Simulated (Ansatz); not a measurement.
**AlN: a single-point run**

Aim: a sound single-point run of AlN. The structure is shown as the input types it.

Computed with Ansatz 0.2.0 (density functional or hybrid calculation with the settings of its input, plane waves (as first typed), unless a step's input says otherwise).

2 further runs of the same task are left out: 1 for a known fault of the program, 1 that didn't finish.

### 1 The system as given

The structure is cubic, space group F-43m (No. 216). The conventional cell has a = 4.370 Å, b = 4.370 Å, c = 4.370 Å, α = 90.00°, β = 90.00°, γ = 90.00°. Around Al (site symmetry -43m) lie 4 N at 1.89 Å. N (site symmetry -43m) is surrounded by 4 Al at 1.89 Å.

As a file:

```
CELL_PARAMETERS angstrom
0.00000 2.18488 2.18488
2.18488 0.00000 2.18488
2.18488 2.18488 0.00000
ATOMIC_POSITIONS crystal
Al 0.00000 0.00000 0.00000
N 0.75000 0.75000 0.75000
```

### 2 The run

input.yaml reads:

```yaml
crystal:
  lattice:
    - [0.0, 2.1848764855, 2.1848764855]
    - [2.1848764855, 0.0, 2.1848764855]
    - [2.1848764855, 2.1848764855, 0.0]
  atoms:
    - { symbol: Al, position: [0.0, 0.0, 0.0] }
    - { symbol: "N", position: [0.75, 0.75, 0.75] }
kpoints:
  mp_grid: { grid: [8, 8, 8] }
hamiltonian:
  xc: pbe
scf:
  occupations: { method: fixed }
  n_extra_bands: 4
  max_iter: 87
output:
  forces: true
  stress: true
  eigenvalues: true
basis:
  ecutwfc: 160
```

Started as:

```
> ansatz run input.yaml --threads 4 --pin off --max-ram 5529MiB --backend cpu --events-out ev --progress --plain --runs-dir out
```

Q: Will this input give a usable result? If not, why, and what should change?

The run converged and reported no error, with warnings (cutoff below recommended). It gives a pressure of 30 GPa, which is large; a structure far from rest gives such values too, whatever the setting.

The suspect setting: basis.ecutwfc is 160. The cutoff lies far under what these potentials need. The potentials' recommended cutoff is 420 eV.

The test: delete basis.ecutwfc (the default then holds).
